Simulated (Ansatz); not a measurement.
**Si on WC(001): hop by a lattice vector of the surface, part 1 of 2**

Wanted: the energy profile along the hop by a lattice vector of the surface, from relaxed end points and a band of images. The slab cell is 2×2, and the adsorbate is set down on it by hand.

All numbers below are computed with Ansatz 0.2.0 (DFT PBEsol, plane waves, PAW, scalar-relativistic, no spin polarisation).

1 further run of the same task is left out (it didn't finish).

## 1. The system as given

The cell holds 17 atoms (C8SiW8): a = 5.795 Å, b = 5.795 Å, c = 17.244 Å, α = 90.00°, β = 90.00°, γ = 120.00°.

Its coordinates follow in the input file.

## 2. Relaxing end A

The input, input.yaml:

```yaml
crystal:
  lattice:
    - [5.7948, 0.0, 0.0]
    - [-2.8974, 5.018444, 0.0]
    - [0.0, 0.0, 17.24425]
  atoms:
    - { symbol: W, position: [0.0, 0.0, 0.0579903] }
    - { symbol: C, position: [0.3333333, 0.1666667, 0.1400322] }
    - { symbol: W, position: [0.0, 0.0, 0.222074] }
    - { symbol: C, position: [0.3333333, 0.1666667, 0.3041159] }
    - { symbol: W, position: [0.0, 0.5, 0.0579903] }
    - { symbol: C, position: [0.3333333, 0.6666667, 0.1400322] }
    - { symbol: W, position: [0.0, 0.5, 0.222074] }
    - { symbol: C, position: [0.3333333, 0.6666667, 0.3041159] }
    - { symbol: W, position: [0.5, 0.0, 0.0579903] }
    - { symbol: C, position: [0.8333333, 0.1666667, 0.1400322] }
    - { symbol: W, position: [0.5, 0.0, 0.222074] }
    - { symbol: C, position: [0.8333333, 0.1666667, 0.3041159] }
    - { symbol: W, position: [0.5, 0.5, 0.0579903] }
    - { symbol: C, position: [0.8333333, 0.6666667, 0.1400322] }
    - { symbol: W, position: [0.5, 0.5, 0.222074] }
    - { symbol: C, position: [0.8333333, 0.6666667, 0.3041159] }
    - { symbol: Si, position: [0.1802916, 0.825765, 0.3679052] }
basis:
  ecutwfc: 420.0
kpoints:
  mp_grid: { grid: [4, 4, 1] }
hamiltonian:
  xc: pbesol
  pseudopotentials: { kind: paw, azcp: { folder: soft_1 } }
scf:
  occupations: { method: gaussian, width: 0.05 }
  lower_state_search: "off"
relax:
  f_tol: 0.03
  max_steps: 60
  adjacent_minimum: "off"
  constraints: [{ sites: [0, 4, 8, 12] }]
```

The run is started by

```
$ ansatz run input.yaml --threads 4 --pin off --max-ram 10240MiB --backend cpu --events-out ev --progress --plain --runs-dir out
```

Standard output, shortened:

```text
Warning: <dir> the record states the generating functional pbe (its physics header spells it `PBE`), which answers neither for hamiltonian.xc's functional nor for the pbesol family's — results may be inconsistent (PPs are generated against a specific XC)
[...]
Warning: RAYON_NUM_THREADS=4 ignored (pool sized by the plan → 4); use --threads N
[...]
Pseudopotentials: kind: paw
Pseudopotential: W, paw, valence charge 14, recommended cutoff 420 eV (normal), <dir>
Pseudopotential: C, paw, valence charge 4, recommended cutoff 420 eV (normal), <dir>
Pseudopotential: Si, paw, valence charge 4, recommended cutoff 420 eV (normal), <dir>
Functional definition: PBEsol
[...]
Crystal: 17 atoms, lattice volume = 501.478 Å³
Basis set: ecut = 420 eV, 9837 PW (Γ), exchange–correlation on 80×80×240 points (8 copies of the dense FFT grid, shifted against one another)
Bands: 91, of which v1, the nominal top of the filled ones, is band 74 counted from 1 (73 counted from 0)
Symmetry: 1 space group operations
Space group: P1 (ITA 1), of the structure as read, at distance tolerance 7.9e-5 Å
k-points: 10 of 16 (time reversal used)
[...]
SCF iter   1: F=—  HF=-84655.813179 eV  |F-HF|=—  |Δ(HF+E_count)|=         —  Δρ=8.47e-2  dr2=1.62e2  ethr=3.10e-3  ⟨swp⟩=7.3  Hψ=4238  notcnv=0  defer=47
[...]
relax step   1: F+E_penalty+E_count = -84640.90984868 eV  Δ(F+E_penalty+E_count) = +0.000e0 eV  max|allowed force component| = 4.966e0 eV/Å  Δτ_max = 0.0000 Å  (10 SCF iters, dr2 threshold 2.25e-5 eV, accepted)
[...]
relax step   2: F+E_penalty+E_count = -84642.87783104 eV  Δ(F+E_penalty+E_count) = -1.968e0 eV  max|allowed force component| = 1.535e0 eV/Å  Δτ_max = 0.1947 Å  (7 SCF iters, dr2 threshold 1.00e-4 eV, accepted)
[...]
relax step   3: F+E_penalty+E_count = -84643.30358835 eV  Δ(F+E_penalty+E_count) = -4.258e-1 eV  max|allowed force component| = 6.851e-1 eV/Å  Δτ_max = 0.1962 Å  (7 SCF iters, dr2 threshold 1.00e-4 eV, accepted)
[...]
SCF iter   2: F=—  HF=-84643.364669 eV  |F-HF|=—  |Δ(HF+E_count)|=   2.13e-2  Δρ=2.32e-3  dr2=3.88e-2  ethr=1.42e-4  ⟨swp⟩=2.3  Hψ=1487  notcnv=0  defer=99
```

## 3. The log goes on: end point A relaxed

The log, continued:

```text
SCF iter   3: F=—  HF=-84643.357558 eV  |F-HF|=—  |Δ(HF+E_count)|=   7.11e-3  Δρ=1.03e-3  dr2=1.35e-2  ethr=2.62e-5  ⟨swp⟩=3.1  Hψ=1563  notcnv=0  defer=99
SCF iter   4: F=—  HF=-84643.356279 eV  |F-HF|=—  |Δ(HF+E_count)|=   1.28e-3  Δρ=3.93e-4  dr2=2.20e-3  ethr=9.10e-6  ⟨swp⟩=2.0  Hψ=1190  notcnv=0  defer=99
SCF iter   5: F=—  HF=-84643.355946 eV  |F-HF|=—  |Δ(HF+E_count)|=   3.33e-4  Δρ=1.34e-4  dr2=2.34e-4  ethr=1.49e-6  ⟨swp⟩=2.0  Hψ=1248  notcnv=0  defer=99
SCF iter   6: F=-84643.355935 eV  HF=-84643.355937 eV  |F-HF|=2.35e-6  |Δ(HF+E_count)|=   8.92e-6  Δρ=4.14e-5  dr2=1.16e-5  ethr=3.03e-8  ⟨swp⟩=3.5  Hψ=3449  notcnv=0
SCF 4 converged in 6 iterations: F = -84643.355935 eV  dr2 = 1.16e-5
relax step   4: F+E_penalty+E_count = -84643.35593455 eV  Δ(F+E_penalty+E_count) = -5.235e-2 eV  max|allowed force component| = 2.714e-1 eV/Å  Δτ_max = 0.0427 Å  (6 SCF iters, dr2 threshold 4.48e-5 eV, accepted)
SCF iter   1: F=—  HF=-84643.370856 eV  |F-HF|=—  |Δ(HF+E_count)|=         —  Δρ=1.05e-3  dr2=9.02e-3  ethr=2.44e-4  ⟨swp⟩=3.1  Hψ=1660  notcnv=0  defer=99
preconditioner: auto → LDOS  [insulator: Δε(μ)=0.189 eV  Ē_g=7.172 eV  σ=0.050 eV  W_gap=0.69  n_scr=96 (ndim 8)  ℏωp=15.2 eV  f_vac=0.539  D(μ)=8.74/eV (n_scr^D=50)  ε∞_Penn≈5.5  β→1.0]
SCF iter   2: F=—  HF=-84643.369565 eV  |F-HF|=—  |Δ(HF+E_count)|=   1.29e-3  Δρ=7.06e-4  dr2=5.00e-3  ethr=6.10e-6  ⟨swp⟩=3.0  Hψ=1840  notcnv=0  defer=99
SCF iter   3: F=—  HF=-84643.368597 eV  |F-HF|=—  |Δ(HF+E_count)|=   9.68e-4  Δρ=2.65e-4  dr2=1.10e-3  ethr=3.38e-6  ⟨swp⟩=2.0  Hψ=1257  notcnv=0  defer=99
SCF iter   4: F=—  HF=-84643.368488 eV  |F-HF|=—  |Δ(HF+E_count)|=   1.09e-4  Δρ=6.12e-5  dr2=5.93e-5  ethr=7.40e-7  ⟨swp⟩=2.0  Hψ=1174  notcnv=0  defer=99
SCF iter   5: F=—  HF=-84643.368486 eV  |F-HF|=—  |Δ(HF+E_count)|=   2.11e-6  Δρ=3.44e-5  dr2=2.04e-5  ethr=7.81e-9  ⟨swp⟩=6.0  Hψ=3785  notcnv=0
SCF iter   6: F=-84643.368485 eV  HF=-84643.368486 eV  |F-HF|=7.38e-7  |Δ(HF+E_count)|=   1.95e-7  Δρ=1.27e-5  dr2=2.24e-6  ethr=7.81e-9  ⟨swp⟩=4.0  Hψ=2557  notcnv=0
SCF 5 converged in 6 iterations: F = -84643.368485 eV  dr2 = 2.24e-6
relax step   5: F+E_penalty+E_count = -84643.36848506 eV  Δ(F+E_penalty+E_count) = -1.255e-2 eV  max|allowed force component| = 6.926e-2 eV/Å  Δτ_max = 0.0283 Å  (6 SCF iters, dr2 threshold 1.16e-5 eV, accepted)
SCF iter   1: F=—  HF=-84643.369107 eV  |F-HF|=—  |Δ(HF+E_count)|=         —  Δρ=3.69e-4  dr2=1.12e-3  ethr=2.96e-6  ⟨swp⟩=2.0  Hψ=1585  notcnv=0  defer=99
preconditioner: auto → LDOS  [insulator: Δε(μ)=0.182 eV  Ē_g=7.169 eV  σ=0.050 eV  W_gap=0.68  n_scr=96 (ndim 8)  ℏωp=15.2 eV  f_vac=0.539  D(μ)=8.51/eV (n_scr^D=50)  ε∞_Penn≈5.5  β→1.0]
SCF iter   2: F=—  HF=-84643.369084 eV  |F-HF|=—  |Δ(HF+E_count)|=   2.27e-5  Δρ=3.77e-4  dr2=1.55e-3  ethr=7.56e-7  ⟨swp⟩=3.3  Hψ=1623  notcnv=0  defer=99
SCF iter   3: F=—  HF=-84643.368883 eV  |F-HF|=—  |Δ(HF+E_count)|=   2.01e-4  Δρ=8.48e-5  dr2=7.89e-5  ethr=7.56e-7  ⟨swp⟩=2.0  Hψ=1168  notcnv=0  defer=99
SCF iter   4: F=—  HF=-84643.369015 eV  |F-HF|=—  |Δ(HF+E_count)|=   1.32e-4  Δρ=2.86e-5  dr2=1.38e-5  ethr=5.33e-8  ⟨swp⟩=2.5  Hψ=1304  notcnv=0  defer=99
SCF iter   5: F=—  HF=-84643.369015 eV  |F-HF|=—  |Δ(HF+E_count)|=   2.22e-7  Δρ=9.53e-6  dr2=2.03e-6  ethr=9.32e-9  ⟨swp⟩=2.0  Hψ=1078  notcnv=0  defer=99
SCF iter   6: F=—  HF=-84643.369016 eV  |F-HF|=—  |Δ(HF+E_count)|=   3.61e-7  Δρ=3.57e-6  dr2=1.53e-7  ethr=1.37e-9  ⟨swp⟩=2.0  Hψ=1050  notcnv=0  defer=99
SCF iter   7: F=-84643.369016 eV  HF=-84643.369016 eV  |F-HF|=4.63e-9  |Δ(HF+E_count)|=   7.47e-8  Δρ=1.52e-6  dr2=2.24e-8  ethr=6.76e-11  ⟨swp⟩=5.0  Hψ=3295  notcnv=0
SCF 6 converged in 7 iterations: F = -84643.369016 eV  dr2 = 2.24e-8
relax step   6: F+E_penalty+E_count = -84643.36901557 eV  Δ(F+E_penalty+E_count) = -5.305e-4 eV  max|allowed force component| = 3.299e-2 eV/Å  Δτ_max = 0.0043 Å  (7 SCF iters, accepted)
SCF iter   1: F=—  HF=-84643.368989 eV  |F-HF|=—  |Δ(HF+E_count)|=         —  Δρ=2.69e-4  dr2=3.06e-4  ethr=8.21e-6  ⟨swp⟩=2.0  Hψ=1510  notcnv=0  defer=99
preconditioner: auto → LDOS  [insulator: Δε(μ)=0.183 eV  Ē_g=7.168 eV  σ=0.050 eV  W_gap=0.69  n_scr=96 (ndim 8)  ℏωp=15.2 eV  f_vac=0.539  D(μ)=8.56/eV (n_scr^D=50)  ε∞_Penn≈5.5  β→1.0]
SCF iter   2: F=—  HF=-84643.368927 eV  |F-HF|=—  |Δ(HF+E_count)|=   6.18e-5  Δρ=1.45e-4  dr2=1.82e-4  ethr=2.07e-7  ⟨swp⟩=3.0  Hψ=1970  notcnv=0  defer=99
SCF iter   3: F=—  HF=-84643.368891 eV  |F-HF|=—  |Δ(HF+E_count)|=   3.55e-5  Δρ=5.10e-5  dr2=2.70e-5  ethr=1.23e-7  ⟨swp⟩=2.0  Hψ=1390  notcnv=0  defer=99
SCF iter   4: F=—  HF=-84643.369027 eV  |F-HF|=—  |Δ(HF+E_count)|=   1.36e-4  Δρ=1.45e-5  dr2=2.45e-6  ethr=1.82e-8  ⟨swp⟩=2.8  Hψ=1229  notcnv=0  defer=99
SCF iter   5: F=—  HF=-84643.369027 eV  |F-HF|=—  |Δ(HF+E_count)|=   1.34e-7  Δρ=5.15e-6  dr2=2.37e-7  ethr=1.65e-9  ⟨swp⟩=3.0  Hψ=1538  notcnv=0  defer=99
SCF iter   6: F=-84643.369027 eV  HF=-84643.369027 eV  |F-HF|=3.19e-8  |Δ(HF+E_count)|=   8.02e-8  Δρ=2.43e-6  dr2=7.47e-8  ethr=6.76e-11  ⟨swp⟩=5.0  Hψ=3246  notcnv=0
SCF 7 converged in 6 iterations: F = -84643.369027 eV  dr2 = 7.47e-8
relax step   7: F+E_penalty+E_count = -84643.36902715 eV  Δ(F+E_penalty+E_count) = -1.158e-5 eV  max|allowed force component| = 1.566e-2 eV/Å  Δτ_max = 0.0036 Å  (6 SCF iters, accepted)
SCF converged after 6 iterations
Free energy (F): -84643.369027 eV
Harris-Foulkes:  -84643.369027 eV  (|F-HF|=3.19e-8)
Internal energy: -84643.358319 eV  (E = F + TS)
E sigma→0 (E₀):  -84643.363673 eV
Entropy (-TS):   -0.010708 eV (-0.630 meV/atom)
Fermi energy:    3.668765 eV
--- Per-component energies (eV) ---
  E_band       = -2862.478582
  E_kinetic    = 4099.681508
  E_local      = -94168.750985  (includes V_loc(G=0)·N_el)
  E_nonlocal   = 30.189386
  E_hartree    = 45452.478993
  E_xc         = -2552.544360
  E_vxc        = -2353.159527  (∫ρ·V_xc dr)
  E_paw        = -68873.094060  (= ΣΔE_a)
  E_vpaw       = -1375.383616  (= ΣTr[D̂ρ^β])
  E_aug_tail   = 0.001374  (compensation charges beyond the density's cutoff)
  E_ewald      = 31366.704598
  E_core_change = 1.975227  (= ΣΔE_core)
  E_smearing   = -0.010708  (= −TS)
  E_closure    = 0.000000  (closes the sum)
  Σ components = -84643.369027   (vs F -84643.369027, Δ=0.00e0)
--- Forces (eV/Å), atoms counted from 1 ---
  atom   1  W      0.09978815    -0.05648411    -0.20545933
  atom   2  C      0.00358708     0.00830302    -0.00059929
  atom   3  W     -0.00756300     0.00234815    -0.00044114
  atom   4  C      0.00016099     0.00300928    -0.00091071
  atom   5  W      0.00705770     0.10221215    -0.20542334
  atom   6  C      0.01060184    -0.00563592    -0.00269292
  atom   7  W     -0.01303419     0.00899891    -0.00141581
  atom   8  C      0.00422454    -0.00244812    -0.00022379
  atom   9  W     -0.08372674    -0.05534153    -0.20541697
  atom  10  C      0.00132792    -0.00061987     0.00319431
  atom  11  W     -0.01566033     0.00396874    -0.00158146
  atom  12  C      0.00149786    -0.00066236     0.00303384
  atom  13  W      0.00835459    -0.00348605     0.61226752
  atom  14  C     -0.00514594    -0.00655375    -0.00026357
  atom  15  W     -0.01102316     0.00466197     0.00611863
  atom  16  C     -0.00225911    -0.00151393    -0.00104862
  atom  17  Si     0.00179313    -0.00074859     0.00068723
  max |Σ_I F_I| component: 1.75e-4 eV/Å
--- Relaxed structure (7 steps of the walk, 7 accepted, 0 SCFs on fresh bases) ---
  F+E_penalty+E_count = -84643.36902715 eV   max|allowed force component| = 1.566e-2 eV/Å
  atoms:
    - { symbol: W, position: [0.0, 0.0, 0.0579903] }
    - { symbol: C, position: [0.33452500025500914, 0.16879675044460538, 0.1345636248861945] }
    - { symbol: W, position: [0.0002972307438847375, -0.00018549147165024696, 0.2200106886673218] }
    - { symbol: C, position: [0.3315855112102172, 0.1623363070343538, 0.2952492413421975] }
    - { symbol: W, position: [2.7755575615628914e-17, 0.5, 0.0579903] }
    - { symbol: C, position: [0.33451865502799694, 0.6655178945020905, 0.13455817825062244] }
    - { symbol: W, position: [0.0002981399187086675, 0.4997775845965659, 0.22001257782625436] }
    - { symbol: C, position: [0.331571176402119, 0.6685440257275008, 0.29524719830582496] }
    - { symbol: W, position: [0.49999999999999994, 0.0, 0.0579903] }
    - { symbol: C, position: [0.8334334690419678, 0.166604028523448, 0.1327323497457211] }
    - { symbol: W, position: [0.5003343462886543, -0.00018610134273460067, 0.2200128786780043] }
    - { symbol: C, position: [0.8336504231152796, 0.1664647935613705, 0.2836137920835589] }
    - { symbol: W, position: [0.5, 0.5, 0.0579903] }
    - { symbol: C, position: [0.8312360875069471, 0.6655088991668915, 0.13456447763328017] }
    - { symbol: W, position: [0.5003107031455627, 0.4998013022442415, 0.22605772506910438] }
    - { symbol: C, position: [0.8377731263192876, 0.6685268478762555, 0.29524966526858953] }
    - { symbol: Si, position: [0.16696384444987633, 0.8331435897517421, 0.34697916966752634] }
```

Run time: 94 s. Hardware: 4 threads of AMD EPYC 7R43 (Zen 3), shared host; peak memory 1.3 GiB.

The steps of the relaxation:

| step | energy from step 1 (eV/cell) | largest force component (eV/Å) |
| --- | --- | --- |
| 1 | 0.0000 | 4.9663 |
| 2 | -1.9680 | 1.5348 |
| 3 | -2.3937 | 0.6851 |
| 4 | -2.4461 | 0.2714 |
| 5 | -2.4586 | 0.0693 |
| 6 | -2.4592 | 0.0330 |
| 7 | -2.4592 | 0.0157 |

Step 1 is the start. 4 atoms are held fixed.

Largest move: Si17, 0.38 Å.

## 4. Nudged elastic band

crystal.atoms is end A as relaxed above, and neb.final_atoms is the same geometry shifted by the lattice vector, with the slab's atoms relabelled. With 5 inner images the band has 7 in all.

The input, input.yaml:

```yaml
crystal:
  lattice:
    - [5.7948, 0.0, 0.0]
    - [-2.8974, 5.018444, 0.0]
    - [0.0, 0.0, 17.24425]
  atoms:
    - { symbol: W, position: [0.0, 0.0, 0.0579903] }
    - { symbol: C, position: [0.334525, 0.16879675, 0.13456362] }
    - { symbol: W, position: [0.00029723, -0.00018549, 0.22001069] }
    - { symbol: C, position: [0.33158551, 0.16233631, 0.29524924] }
    - { symbol: W, position: [0.0, 0.5, 0.0579903] }
    - { symbol: C, position: [0.33451866, 0.66551789, 0.13455818] }
    - { symbol: W, position: [0.00029814, 0.49977758, 0.22001258] }
    - { symbol: C, position: [0.33157118, 0.66854403, 0.2952472] }
    - { symbol: W, position: [0.5, 0.0, 0.0579903] }
    - { symbol: C, position: [0.83343347, 0.16660403, 0.13273235] }
    - { symbol: W, position: [0.50033435, -0.0001861, 0.22001288] }
    - { symbol: C, position: [0.83365042, 0.16646479, 0.28361379] }
    - { symbol: W, position: [0.5, 0.5, 0.0579903] }
    - { symbol: C, position: [0.83123609, 0.6655089, 0.13456448] }
    - { symbol: W, position: [0.5003107, 0.4998013, 0.22605773] }
    - { symbol: C, position: [0.83777313, 0.66852685, 0.29524967] }
    - { symbol: Si, position: [0.16696384, 0.83314359, 0.34697917] }
basis:
  ecutwfc: 420.0
kpoints:
  mp_grid: { grid: [4, 4, 1] }
hamiltonian:
  xc: pbesol
  pseudopotentials: { kind: paw, azcp: { folder: soft_1 } }
scf:
  occupations: { method: gaussian, width: 0.05 }
  lower_state_search: "off"
neb:
  images: 5
  f_tol: 0.05
  initial_path: idpp
  max_iterations: 27
  constraints: [{ sites: [0, 4, 8, 12] }]
  final_atoms:
    - { symbol: W, position: [0.0, 0.0, 0.0579903] }
    - { symbol: C, position: [0.33451866, 0.16551789, 0.13455818] }
    - { symbol: W, position: [0.00029814, -0.00022242, 0.22001258] }
    - { symbol: C, position: [0.33157118, 0.16854403, 0.2952472] }
    - { symbol: W, position: [0.0, 0.5, 0.0579903] }
    - { symbol: C, position: [0.334525, 0.66879675, 0.13456362] }
    - { symbol: W, position: [0.00029723, 0.49981451, 0.22001069] }
    - { symbol: C, position: [0.33158551, 0.66233631, 0.29524924] }
    - { symbol: W, position: [0.5, 0.0, 0.0579903] }
    - { symbol: C, position: [0.83123609, 0.1655089, 0.13456448] }
    - { symbol: W, position: [0.5003107, -0.0001987, 0.22605773] }
    - { symbol: C, position: [0.83777313, 0.16852685, 0.29524967] }
    - { symbol: W, position: [0.5, 0.5, 0.0579903] }
    - { symbol: C, position: [0.83343347, 0.66660403, 0.13273235] }
    - { symbol: W, position: [0.50033435, 0.4998139, 0.22001288] }
    - { symbol: C, position: [0.83365042, 0.66646479, 0.28361379] }
    - { symbol: Si, position: [0.16696384, 1.33314359, 0.34697917] }
  order_check: true
```

The run is started by

```
$ ansatz run input.yaml --threads 4 --pin off --max-ram 10240MiB --backend cpu --events-out ev --progress --plain --runs-dir out
```

Standard output, shortened:

```text
Warning: neb: disabling space-group detection — the band's intermediate images generally break the endpoint symmetry, so no spatial operation reduces the k-mesh or symmetrises the density, except that a semilocal band can use its path's symmetry ahead of convergence; time reversal is [...]
Warning: <dir> the record states the generating functional pbe (its physics header spells it `PBE`), which answers neither for hamiltonian.xc's functional nor for the pbesol family's — results may be inconsistent (PPs are generated against a specific XC)
[...]
Warning: RAYON_NUM_THREADS=4 ignored (pool sized by the plan → 4); use --threads N
[...]
[... 5 set-up lines as earlier in the session ...]
[...]
parallel-image band execution: 4 concurrent image workers
NEB image 0
Crystal: 17 atoms, lattice volume = 501.478 Å³
[...]
NSCF: frozen V_eff on 10 k-points
NEB end point (image 0): max|allowed force component| = 1.567e-2 eV/Å (the criterion of neb.relax_end_points is 1.000e-2)
NEB end point (image 6): max|allowed force component| = 1.567e-2 eV/Å (the criterion of neb.relax_end_points is 1.000e-2)
NEB image 1
[...]
NEB image 2
[...]
NEB image 3
[...]
NEB image 4
[...]
NEB image 5
[...]
NEB iter   1: max|band force component| = 2.593e0 eV/Å  barrier→ = 2.5763 eV  barrier← = 2.5763 eV  Δτ_max = 0.1975 Å  (91 SCF iters)
[...]
NEB iter   3: max|band force component| = 1.788e0 eV/Å  barrier→ = 1.3193 eV  barrier← = 1.3193 eV  Δτ_max = 0.1019 Å  (52 SCF iters)
[...]
NEB iter   5: max|band force component| = 1.152e0 eV/Å  barrier→ = 0.9159 eV  barrier← = 0.9159 eV  Δτ_max = 0.2000 Å  (45 SCF iters)
[...]
NEB iter   7: max|band force component| = 8.474e-1 eV/Å  barrier→ = 0.8646 eV  barrier← = 0.8646 eV  CI = image 2  Δτ_max = 0.1809 Å  (46 SCF iters)
[...]
NEB iter   9: max|band force component| = 1.469e-1 eV/Å  barrier→ = 0.9791 eV  barrier← = 0.9791 eV  CI = image 2  Δτ_max = 0.0199 Å  (39 SCF iters)
NEB iter  10: max|band force component| = 1.154e-1 eV/Å  barrier→ = 0.9769 eV  barrier← = 0.9769 eV  CI = image 2  Δτ_max = 0.0169 Å  (35 SCF iters)
NEB image 1
[...]
NEB image 2
[...]
NEB image 3
[...]
```

## 5. More of the same log: band between the two ends

The log, continued, shortened:

```text
NEB image 4
[...]
NEB image 5
[...]
NEB image 1
NSCF: frozen V_eff on 10 k-points
NEB image 3
NSCF: frozen V_eff on 10 k-points
NEB image 4
NSCF: frozen V_eff on 10 k-points
NEB image 5
NSCF: frozen V_eff on 10 k-points
NEB image 2
NSCF: frozen V_eff on 10 k-points
[...]
NEB image 2, as the band closes
[...]
NEB point 1 about image 2
[...]
NEB point 2 about image 2
[...]
NEB point 3 about image 2
[...]
NEB point 4 about image 2
[...]
NEB point 5 about image 2
[...]
NEB point 6 about image 2
[...]
NEB point 7 about image 2
[...]
NEB point 8 about image 2
[...]
NEB point 9 about image 2
[...]
NEB point 10 about image 2
[...]
NEB point 11 about image 2
[...]
NEB point 12 about image 2
[...]
NEB point 13 about image 2
[...]
NEB point 14 about image 2
[...]
NEB point 15 about image 2
[...]
NEB point between images 0 and 1
[...]
NEB point between images 1 and 2
[...]
    - { symbol: C, position: [0.3337101749094939, 0.6660419386635609, 0.1347045587952855] }
    - { symbol: W, position: [-0.00022779526592708876, 0.5001004918906045, 0.22278979223785267] }
    - { symbol: C, position: [0.33247128234763074, 0.6684060749050823, 0.2885706012158617] }
    - { symbol: W, position: [0.49999999999999994, 0.0, 0.05799030000000001] }
    - { symbol: C, position: [0.8324646973055334, 0.16733284437691032, 0.1335019810390597] }
    - { symbol: W, position: [0.49964518539140523, 7.073143348048465e-5, 0.22284041964611476] }
    - { symbol: C, position: [0.8361558649854182, 0.16449047417546986, 0.2873017961946899] }
    - { symbol: W, position: [0.5, 0.5000000000000001, 0.05799030000000001] }
    - { symbol: C, position: [0.8318397775281636, 0.6641857446152303, 0.13387012121324635] }
    - { symbol: W, position: [0.5013832732412196, 0.4984926291801625, 0.22337809620339122] }
    - { symbol: C, position: [0.83314253836383, 0.6783163014732967, 0.29282871871841953] }
    - { symbol: Si, position: [0.07825900725946511, 0.9222704877564645, 0.36218811746304563] }
```

Wall time 27 min (4 threads of AMD EPYC 7R43 (Zen 3), shared host); peak memory 3.5 GiB.

(Continued in part 2 of 2.)
